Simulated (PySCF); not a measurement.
# Pm4S4 (Pm4S4): the cost of one run

The runs use PySCF 2.14.0; several levels, as the steps say, no spin–orbit coupling.

3 further runs of the same task are left out: 2 for a known fault of the program, 1 that didn't finish.

**1. The system as given**

8 atoms, charge 4, spin multiplicity 1.

Bond lengths: Pm1–S5 2.741 Å, Pm1–S6 2.741 Å, Pm1–S7 2.741 Å, Pm2–S5 2.741 Å, Pm2–S6 2.741 Å, Pm2–S8 2.741 Å, Pm3–S5 2.741 Å, Pm3–S7 2.741 Å, Pm3–S8 2.741 Å, Pm4–S6 2.741 Å, Pm4–S7 2.741 Å, Pm4–S8 2.741 Å. Angles: S5–Pm1–S6 83.3°, S5–Pm1–S7 83.3°, S6–Pm1–S7 83.3°, S5–Pm2–S6 83.3°, S5–Pm2–S8 83.3°, S6–Pm2–S8 83.3°, S5–Pm3–S7 83.3°, S5–Pm3–S8 83.3°, S7–Pm3–S8 83.3°, S6–Pm4–S7 83.3°, S6–Pm4–S8 83.3°, S7–Pm4–S8 83.3°, Pm1–S5–Pm2 96.3°, Pm1–S5–Pm3 96.3°, Pm2–S5–Pm3 96.3°, Pm1–S6–Pm2 96.3°, Pm1–S6–Pm4 96.3°, Pm2–S6–Pm4 96.3° and more.

As a file:

```
Pm    1.4437    1.4437    1.4437
Pm    1.4437   -1.4437   -1.4437
Pm   -1.4437    1.4437   -1.4437
Pm   -1.4437   -1.4437    1.4437
S     1.2885    1.2885   -1.2885
S     1.2885   -1.2885    1.2885
S    -1.2885    1.2885    1.2885
S    -1.2885   -1.2885   -1.2885
```

Each metal's 4 4f electrons lie in its core potential, so multiplicities, spins and levels count the valence alone. An earlier session relaxed this geometry at B3LYP, Pm lcecp-1-SVP with ECP50, S def2-SVP (singlet, point group Td).

At B3LYP on the finer grid: E = -1727.841734 Eh, HOMO -21.27 eV, LUMO -16.88 eV, Mulliken charge on Pm1 +1.51 e, largest force component 0.004 eV/Å. 

Levels to run: PBE; CAM-B3LYP; TPSSh; BLYP; B3LYP, TZVP. Hardware: 4 threads of Arm Neoverse V2, shared host.

**2. PBE**

Input file run.py (the lines that set the calculation):

```python
mol = gto.M(atom='''
Pm     1.44367     1.44367     1.44367
Pm     1.44367    -1.44367    -1.44367
Pm    -1.44367     1.44367    -1.44367
Pm    -1.44367    -1.44367     1.44367
S      1.28851     1.28851    -1.28851
S      1.28851    -1.28851     1.28851
S     -1.28851     1.28851     1.28851
S     -1.28851    -1.28851    -1.28851''',
    basis={'Pm': 'lcecp-1-SVP', 'S': 'def2-SVP'},
    ecp={'Pm': 'lcecp-1-SVP'},
    charge=4, spin=0)
mf = dft.RKS(mol, xc='PBE')
mf.grids.atom_grid = (75, 302)  # f atoms: unpruned, at least (60, 302)
mf = mf.density_fit()  # fitting sets: Pm AutoAux, S def2-universal-JKFIT
mf.conv_tol = 1e-08; mf.max_cycle = 55
mf.kernel(dm0)  # dm0: the density of the relaxed state
```

On the command line:

```sh
$ OMP_NUM_THREADS=4 python run.py
```

**Question.** How long does this run take on 4 threads of Arm Neoverse V2, shared host?

About 21 s.
